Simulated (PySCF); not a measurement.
# C4H12OSi: the cost of one run

Program: PySCF 2.14.0. Level of theory: levels as typed in each script, gas phase, geometry from GFN2-xTB. These are calculated values, not measurements.

## 1. Where the work starts

SMILES `C[Si](C)(C)OC`, 18 atoms, charge 0, spin multiplicity 1.

Bond lengths: C1–Si2 1.896 Å, C1–H7 1.085 Å, C1–H8 1.084 Å, C1–H9 1.085 Å, Si2–C3 1.911 Å, Si2–C4 1.911 Å, Si2–O5 1.638 Å, C3–H10 1.085 Å, C3–H11 1.087 Å, C3–H12 1.087 Å, C4–H13 1.087 Å, C4–H14 1.087 Å, C4–H15 1.085 Å, O5–C6 1.397 Å, C6–H16 1.091 Å, C6–H17 1.093 Å, C6–H18 1.093 Å. Angles: Si2–C1–H7 111.5°, Si2–C1–H8 110.6°, Si2–C1–H9 111.4°, H7–C1–H8 107.8°, H7–C1–H9 107.6°, H8–C1–H9 107.8°, C1–Si2–C3 111.7°, C1–Si2–C4 111.8°, C1–Si2–O5 101.8°, C3–Si2–C4 108.3°, C3–Si2–O5 111.6°, C4–Si2–O5 111.5°, Si2–C3–H10 111.8°, Si2–C3–H11 111.6°, Si2–C3–H12 111.0°, H10–C3–H11 107.3°, H10–C3–H12 107.4°, H11–C3–H12 107.5° and more.

As a file:

```xyz
18
charge 0, multiplicity 1
C     1.5667    1.4647    0.0146
Si    0.3696   -0.0052    0.0003
C     0.5950   -1.0855   -1.5593
C     0.5919   -1.1166    1.5387
O    -1.0857    0.7469    0.0075
C    -2.3618    0.1793    0.0001
H     1.4316    2.0781    0.8989
H     2.5945    1.1189    0.0047
H     1.4225    2.1013   -0.8517
H     1.5976   -1.4959   -1.6234
H    -0.0981   -1.9230   -1.5702
H     0.4214   -0.5070   -2.4626
H     0.4334   -0.5528    2.4539
H    -0.1127   -1.9446    1.5396
H     1.5891   -1.5420    1.5871
H    -3.0897    0.9904    0.0428
H    -2.5253   -0.4014   -0.9111
H    -2.5040   -0.4759    0.8629
```

## 2. Density, bond paths and surface potential (B3LYP/def2-svpd)

The input, input.py:

```python
import numpy as np
from pyscf import gto, scf, dft
from pyscf.scf import atom_ks, atom_hf
from scipy.linalg import block_diag

def solve(mol, dm0=None, hcore=None):
    mf = (dft.UKS if mol.spin else dft.RKS)(mol, xc='b3lyp')
    mf.grids.level = 3
    mf = mf.density_fit(auxbasis='def2-universal-jkfit')
    mf.conv_tol, mf.max_cycle = 1e-8, 80
    if hcore is not None:
        mf.get_hcore = lambda *args: hcore
    mf.kernel(dm0)
    if not mf.converged:
        mf = mf.newton().run(mf.mo_coeff, mf.mo_occ, max_cycle=30)
    assert mf.converged, 'SCF not converged'
    return mf

mol = gto.M(atom='''
C      1.56671     1.46475     0.01459
Si     0.36956    -0.00515     0.00034
C      0.59504    -1.08554    -1.55930
C      0.59195    -1.11664     1.53866
O     -1.08569     0.74685     0.00745
C     -2.36178     0.17929     0.00013
H      1.43162     2.07806     0.89886
H      2.59446     1.11895     0.00474
H      1.42246     2.10133    -0.85165
H      1.59755    -1.49590    -1.62343
H     -0.09810    -1.92296    -1.57020
H      0.42145    -0.50701    -2.46256
H      0.43339    -0.55281     2.45394
H     -0.11274    -1.94455     1.53960
H      1.58909    -1.54203     1.58708
H     -3.08966     0.99044     0.04281
H     -2.52527    -0.40141    -0.91105
H     -2.50395    -0.47589     0.86294
''', basis='def2-svpd', charge=0, spin=0, verbose=4)
mf = solve(mol)
mf.analyze()
# spherically averaged free atoms, for the promolecule
atm = atom_ks.get_atm_nrks(mol, xc='b3lyp')
pro = block_diag(*[(atm[a[0]][2] * atm[a[0]][3]) @ atm[a[0]][2].T for a in mol._atom])
np.savez('result.npz', e=mf.e_tot, c=mf.mo_coeff, occ=mf.mo_occ, eps=mf.mo_energy, pro=pro, dip=mf.dip_moment(verbose=0), s2=mf.spin_square()[0])
```

Launch:

```bash
> OMP_NUM_THREADS=1 python input.py
```

Q: Estimate wall time and peak memory on 1 thread of Arm Neoverse V1, shared host.

About 54 s, with a peak of 0.88 GiB.
